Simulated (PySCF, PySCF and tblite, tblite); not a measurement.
# C3H8BClGe: a path driven as a shift of bonds, and NMR exchange, part 2 of 2

PySCF and tblite. Atoms count from 0. The steps go on from the part before.

## 11. Shieldings, saddle of leg 1: PBE/pcSseg-1 in benzene

What the job is given:

```
{"job": {"kind": "nmr", "xc": "PBE", "basis": "pcSseg-1", "solvent": "benzene", "pop": false}, "charge": 0, "multiplicity": 1}
B     -1.275156    -0.883812     0.764375
C     -0.743227     0.876262    -1.501132
C     -0.673598     1.010654    -0.182323
C     -0.013155     0.029716     0.735851
Cl     0.414967     0.846469     2.281008
Ge     1.764730    -0.621480     0.156483
H     -2.110415    -0.731453     1.565268
H     -1.378879    -1.695827    -0.068412
H     -1.249238     1.600657    -2.116384
H     -0.288285     0.040739    -2.009460
H     -1.142001     1.856899     0.303618
H      1.710595    -1.434248    -1.105118
H      2.639419     0.569631    -0.067688
H      2.344244    -1.464206     1.243912
```

What it wrote:

```text
coarse grid: 54232 points
cycle   1  E = -2680.0565726141  dE = -2.470e-01  |g| = 1.126e+00  |ddm| = 3.580e+00
cycle   2  E = -2679.9659372636  dE =  9.064e-02  |g| = 1.348e+00  |ddm| = 1.380e+00
cycle   3  E = -2680.1504549257  dE = -1.845e-01  |g| = 1.750e-01  |ddm| = 1.010e+00
cycle   4  E = -2680.1557172752  dE = -5.262e-03  |g| = 9.372e-02  |ddm| = 2.722e-01
cycle   5  E = -2680.1580723303  dE = -2.355e-03  |g| = 2.410e-02  |ddm| = 1.001e-01
cycle   6  E = -2680.1581966375  dE = -1.243e-04  |g| = 1.043e-02  |ddm| = 2.870e-02
cycle   7  E = -2680.1582237750  dE = -2.714e-05  |g| = 2.464e-03  |ddm| = 1.220e-02
cycle   8  E = -2680.1582254223  dE = -1.647e-06  |g| = 7.140e-04  |ddm| = 3.566e-03
final grid: 112592 points
cycle   9  E = -2680.1581985206  dE =  1.798e-07  |g| = 1.278e-03  |ddm| = 3.359e-03
cycle  10  E = -2680.1581973976  dE =  1.123e-06  |g| = 2.456e-03  |ddm| = 3.557e-03
cycle  11  E = -2680.1581989274  dE = -1.530e-06  |g| = 2.658e-04  |ddm| = 2.373e-03
cycle  12  E = -2680.1581989449  dE = -1.749e-08  |g| = 5.300e-05  |ddm| = 2.623e-04
cycle  13  E = -2680.1581989457  dE = -7.503e-10  |g| = 1.408e-05  |ddm| = 6.287e-05
converged SCF energy = -2680.1581989457

GIAO shielding tensors (ppm)
atom      isotropic    diamagn.    paramagn.     s11        s22        s33       span
  0 B       40.586     193.933    -153.347     -6.955     14.431    114.282    121.237
  1 C       43.686     254.839    -211.152    -65.212     36.523    159.748    224.959
  2 C       51.956     255.887    -203.931    -42.776     72.975    125.668    168.445
  3 C      113.070     251.093    -138.023    102.596    111.628    124.986     22.390
  4 Cl     688.067    1148.170    -460.103    409.882    616.709   1037.610    627.728
  5 Ge    1465.298    2755.100   -1289.801   1375.136   1395.863   1624.896    249.761
  6 H       25.870      30.147      -4.277     21.749     27.172     28.688      6.938
  7 H       25.757      30.643      -4.886     20.781     27.463     29.026      8.244
  8 H       25.377      28.872      -3.495     22.387     24.751     28.994      6.607
  9 H       25.873      32.249      -6.376     21.279     25.253     31.087      9.808
 10 H       25.853      31.466      -5.614     22.559     26.328     28.670      6.111
 11 H       27.253      29.382      -2.129     19.969     22.520     39.270     19.301
 12 H       27.712      29.122      -1.410     21.229     23.660     38.247     17.017
 13 H       27.547      29.135      -1.588     20.736     23.376     38.528     17.793
```

Run time: 37 s. Hardware: 1 thread of Arm Neoverse N1, shared host; peak memory 0.79 GiB.

In short: HOMO -6.34 eV, LUMO -2.74 eV; dipole 2.32 D.

Orbitals, density, ELF and potential are computed afterwards from the orbital file.

Frontier orbitals at PBE/pcSseg-1, with the share of their density that lies nearest to each atom:

```
orbital  energy (eV)                                   lies on
   HOMO        -6.34  Cl4 30 %; C1, C3 about 17 % each; C2 8 %
   LUMO        -2.74                  B0 35 %; C1 19 %; H6 9 %
```

ELF in a plane through or near 4 of the atoms.

Ten even steps from ' ' (0.00) to '@' (1.00):
```
                                                        
                                                        
                                                        
                                                        
                                    ..==++::            
                            ..------++@@@@%%::          
              ::----::::    --##**++%%@@@@@@++          
            ..----::----..  ::**----==@@@@@@--          
          ::--::--##--..--  ..++**==++**==::            
      --##@@%%========::##++====##%%%%++::              
      ##@@@@@@@@::::..**%%==++**++****==::              
      ##@@@@@@@@##--==**##--##**--::::..                
      ..**@@@@%%::  ..::**%%%%++--::                    
          ==++..        ::==++**%%%%++..                
                            ++@@@@@@@@**                
                            ++@@@@@@@@**                
                            ::##@@@@**..                
                                                        
                                                        
                                                        
```
The map spans 11.2 Å across and 10.1 Å up, centred on the molecule. Atoms in the plane (x, y in Å): C1 (1.4, 1.2), Ge5 (-1.8, 0.4), H8 (2.4, 1.7), H13 (-3.0, -0.5).

On the surface of density 0.002 e/bohr³ the electrostatic potential runs, from the 1st to the 99th percentile, from -0.74 V near Cl4 to 1.16 V near H8.

## 12. Shieldings, end: PBE/pcSseg-1 in benzene

What the job is given:

```
{"job": {"kind": "nmr", "xc": "PBE", "basis": "pcSseg-1", "solvent": "benzene", "pop": false}, "charge": 0, "multiplicity": 1}
B     -1.267098    -0.771266     0.639230
C     -0.859550     0.768789    -1.447510
C     -0.651563     0.989016    -0.147136
C      0.066402     0.040716     0.752246
Cl     0.455487     0.817578     2.318009
Ge     1.831112    -0.614038     0.167436
H     -2.171488    -0.538104     1.340502
H     -1.313843    -1.648464    -0.129989
H     -1.435636     1.450954    -2.050251
H     -0.433349    -0.082384    -1.952596
H     -1.078973     1.863389     0.327105
H      1.771895    -1.340823    -1.144400
H      2.746258     0.560180     0.032694
H      2.371340    -1.536542     1.207774
```

What it wrote:

```text
coarse grid: 54232 points
cycle   1  E = -2680.0620522553  dE = -2.147e-01  |g| = 1.118e+00  |ddm| = 3.589e+00
cycle   2  E = -2679.9848299778  dE =  7.722e-02  |g| = 1.324e+00  |ddm| = 1.344e+00
cycle   3  E = -2680.1540742202  dE = -1.692e-01  |g| = 1.669e-01  |ddm| = 9.643e-01
cycle   4  E = -2680.1578112084  dE = -3.737e-03  |g| = 9.715e-02  |ddm| = 2.622e-01
cycle   5  E = -2680.1600151051  dE = -2.204e-03  |g| = 2.295e-02  |ddm| = 1.095e-01
cycle   6  E = -2680.1601455859  dE = -1.305e-04  |g| = 1.039e-02  |ddm| = 3.272e-02
cycle   7  E = -2680.1601761249  dE = -3.054e-05  |g| = 1.932e-03  |ddm| = 1.061e-02
cycle   8  E = -2680.1601770569  dE = -9.320e-07  |g| = 5.038e-04  |ddm| = 2.639e-03
final grid: 112592 points
cycle   9  E = -2680.1601295413  dE =  2.778e-08  |g| = 8.252e-04  |ddm| = 2.871e-03
cycle  10  E = -2680.1601291493  dE =  3.921e-07  |g| = 1.500e-03  |ddm| = 2.150e-03
cycle  11  E = -2680.1601297159  dE = -5.666e-07  |g| = 1.119e-04  |ddm| = 1.321e-03
cycle  12  E = -2680.1601297191  dE = -3.221e-09  |g| = 2.620e-05  |ddm| = 1.539e-04
cycle  13  E = -2680.1601297192  dE = -1.723e-10  |g| = 1.047e-05  |ddm| = 3.412e-05
converged SCF energy = -2680.1601297192

GIAO shielding tensors (ppm)
atom      isotropic    diamagn.    paramagn.     s11        s22        s33       span
  0 B       69.017     193.796    -124.779     27.138     57.950    121.963     94.825
  1 C       41.609     254.866    -213.257    -68.586     32.427    160.985    229.571
  2 C       56.048     256.227    -200.179    -31.310     68.400    131.054    162.365
  3 C      117.182     251.527    -134.345    105.799    112.768    132.980     27.181
  4 Cl     699.731    1147.963    -448.232    420.689    631.774   1046.730    626.041
  5 Ge    1466.500    2754.942   -1288.442   1374.761   1398.607   1626.130    251.369
  6 H       27.436      30.097      -2.661     24.968     27.375     29.965      4.997
  7 H       27.055      30.864      -3.809     24.043     27.458     29.665      5.622
  8 H       25.256      28.863      -3.607     22.161     24.430     29.178      7.017
  9 H       25.973      32.147      -6.174     21.094     25.552     31.274     10.180
 10 H       25.970      31.604      -5.633     22.507     26.725     28.679      6.172
 11 H       27.462      29.294      -1.832     19.958     22.982     39.447     19.489
 12 H       27.672      29.058      -1.386     21.007     23.563     38.447     17.439
 13 H       27.566      29.079      -1.513     20.869     23.195     38.634     17.765
```

Wall time 27 s (1 thread of Arm Neoverse N1, shared host); peak memory 0.8 GiB.

This run: HOMO -6.38 eV, LUMO -2.52 eV; dipole 2.66 D.

## 13. Barriers, rates and exchange

What the job is given:

```
{"job": {"smiles": "BC/C=[C](/Cl)[GeH3]", "charge": 0, "mult": 1, "motion": "shift", "what": "1,3-shift of an allyl metalloid", "atoms": [0, 1, 3], "drives": [{"terms": [["d", [0, 1], 1], ["d", [0, 3], -1]], "neg": true, "n": 14}], "study": "path", "level": {"kind": "nmr", "xc": "PBE", "basis": "pcSseg-1", "solvent": "benzene"}, "fields": [60, 600, 800], "first": 1, "seed": 154, "refine": {"xc": "PBE0", "basis": "def2-SVP"}, "kind": "path"}, "charge": 0, "multiplicity": 1}
B     -1.594762    -0.731761    -0.165145
C     -1.111263     0.407531    -1.127365
C     -0.609986     1.029098     0.135896
C      0.525613     0.650113     0.730645
Cl     0.981293     1.365966     2.237949
Ge     1.911395    -0.615636     0.207478
H     -2.595507    -0.632636     0.431069
H     -0.936433    -1.695822    -0.056380
H     -1.845000     1.042055    -1.611813
H     -0.308339     0.162162    -1.817121
H     -1.244831     1.769708     0.607351
H      1.702708    -1.194757    -1.151614
H      3.209720     0.121869     0.253267
H      1.953971    -1.701507     1.227325
```

What it wrote:

```text
stationary points (kcal/mol above the start)
  n  kind          group   xTB      DFT    lowest mode
  0  minimum      C1       0.00     0.00      80.7
  1  saddle       C1       7.66     4.95     -79.4
  2  minimum      C1       7.58     3.86      25.8

GFN2-xTB energies: T/K, barrier G, reaction G (kcal/mol), k forward, k back (1/s)
 150.00     6.62     6.67        709   3.68e+12
 200.00     6.68     6.63    2.1e+05   3.65e+12
 250.00     6.74     6.57   6.74e+06   3.77e+12
 298.15     6.79     6.52   6.56e+07   3.92e+12
 350.00     6.85     6.45   3.88e+08   4.11e+12
 400.00     6.90     6.37   1.42e+09   4.29e+12
 500.00     7.01     6.21   8.98e+09   4.64e+12

PBE/pcSseg-1 + D3(BJ), IEF-PCM benzene energies: T/K, barrier G, reaction G (kcal/mol), k forward, k back (1/s)
 150.00     3.91     2.95   6.26e+06   1.25e+11
 200.00     3.97     2.91   1.91e+08   2.88e+11
 250.00     4.03     2.86   1.57e+09   4.94e+11
 298.15     4.08     2.80   6.34e+09   7.14e+11
 350.00     4.14     2.73    1.9e+10   9.62e+11
 400.00     4.19     2.65   4.27e+10    1.2e+12
 500.00     4.30     2.49   1.37e+11   1.68e+12
```

Run time: 17 min. Hardware: 1 thread of Arm Neoverse N1, shared host; peak memory 0.82 GiB. This counts the whole study up to here.

Barriers by level (kcal/mol; entropies in cal/(mol K)). Zero-point and thermal terms come from xTB in every row. ΔG‡ leaves symmetry out; the rate counts one path; effective ΔG‡, where given, is the barrier that would give that rate by Eyring's equation alone:

```
                                 level   ΔE‡  with zero-point   ΔH‡   ΔS‡  ΔG‡ (298 K)  ΔE of reaction  k at 298 K (1/s)  effective ΔG‡
                              GFN2-xTB  7.66             6.47  6.29  -1.7         6.79            7.58           6.6e+07           6.79
PBE/pcSseg-1 + D3(BJ), IEF-PCM benzene  4.95             3.76  3.58  -1.7         4.08            3.86           6.3e+09           4.08
```

Sites that the driver pairs across this motion, and where their lines would merge (no couplings; faster rotations or exchange between molecules can average them sooner):

```
nucleus        sites: shielding (ppm)  proton frequency (MHz)  spread (Hz)  coalescence (K)  lines at 298 K
    ¹³C     C1: 145.3; C1 (end): 41.6                     800        20856        not given               –
    ¹³C     C3: 23.0; C3 (end): 117.2                     800        18941        not given               –
     ¹H    H8: 28.57; H8 (end): 25.26                     800         2648        not given               –
     ¹H    H9: 28.98; H9 (end): 25.97                     800         2409        not given               –
    ¹³C      C2: 63.1; C2 (end): 56.0                     800         1417        not given               –
    ¹¹B      B0: 65.5; B0 (end): 69.0                     800          898        not given               –
     ¹H    H6: 27.15; H6 (end): 27.44                     800          230        not given               –
     ¹H  H10: 25.68; H10 (end): 25.97                     800          229        not given               –
```

A dash: the driver gave no coalescence for this row (it judged the minor form too scarce).

Rows that set an atom against itself at the end compare its shielding in the two forms.

## 14. What came out

What follows sums up all 2 parts.

| quantity | value |
| --- | --- |
| barrier (PBE/pcSseg-1 + D3(BJ), IEF-PCM benzene) | ΔE‡ 5.0, ΔG‡(298 K) 4.1 kcal/mol |
| barrier (GFN2-xTB) | ΔE‡ 7.7 kcal/mol |
| rate at 298 K | 6.3e+09 s⁻¹ |
| end of the path | 3.9 kcal/mol from the start |
| stages that failed or stayed incomplete | 1 |

The barrier is 5.0 kcal/mol at the DFT level (xTB: 7.7); with thermal terms and the count of paths the DFT value gives a rate of 6.3e+09 s⁻¹ at 298 K. An error of 1.4 kcal/mol changes that rate tenfold. It was not proven that each saddle links the two ends. The DFT refinement failed, so xTB geometries stand.
